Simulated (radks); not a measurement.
# Sc⁸⁺ in [Ne] 3s2 3p1: an all-electron calculation

The task here is to estimate one member of a computed series from the others.

Program: radks (a radial shooting solver on a logarithmic mesh, Libxc functionals) version 1. Level of theory: scalar-relativistic Kohn-Sham, BLYP, spin-polarised, spherical densities, point nucleus; open shells are filled with parallel spins first. These are calculated values, not measurements, unless marked.

**What is computed**

```
element       : scandium (Z = 21)
charge        : +8
electrons     : 13
configuration : [Ne] 3s2 3p1
```

Outer shells as boxes (Hund's rule):

Sc⁸⁺
```
[Ne] core
3s [↑↓]
3p [↑ ][  ][  ]
```

Set-up of the first run:

The run's settings:

```text
Z 21
configuration [Ne] 3s2 3p1
relativity scalar-relativistic
functional b88,lyp
spin polarised
nucleus point
c 137.035999084
```

One of the session's tables, all rows but one given; the rest of the session is left out.

It belongs to the step «Orbitals and density». Radial moments (bohr):

```
  level      <r>  outermost maximum (interpolated)  90 % within  nodes
  1s up  0.07302                            0.0478        0.130      0
1s down  0.07302                            0.0478        0.130      0
  2s up   0.3413                             0.283        0.530      1
2s down   0.3411                             0.283        0.530      1
  2p up   0.3046                             0.231        0.501      0
2p down   0.3045                             0.231        0.501      0
  3s up        ?                                 ?            ?      ?
3s down   0.9465                             0.862         1.39      2
  3p up   0.9632                             0.871         1.43      1
3p down   0.9656                             0.869         1.44      1
```

Q: Estimate the row for 3s up from the others.

**Answer.** <r>: 0.9450; outermost maximum (interpolated): 0.863; 90 % within: 1.38; nodes: 2. In the column «<r>» it lies between 2s up (0.3413) and 3s down (0.9465).

Caveats from the session: Open shells are spherical and high-spin; term and fine-structure splittings are not resolved.
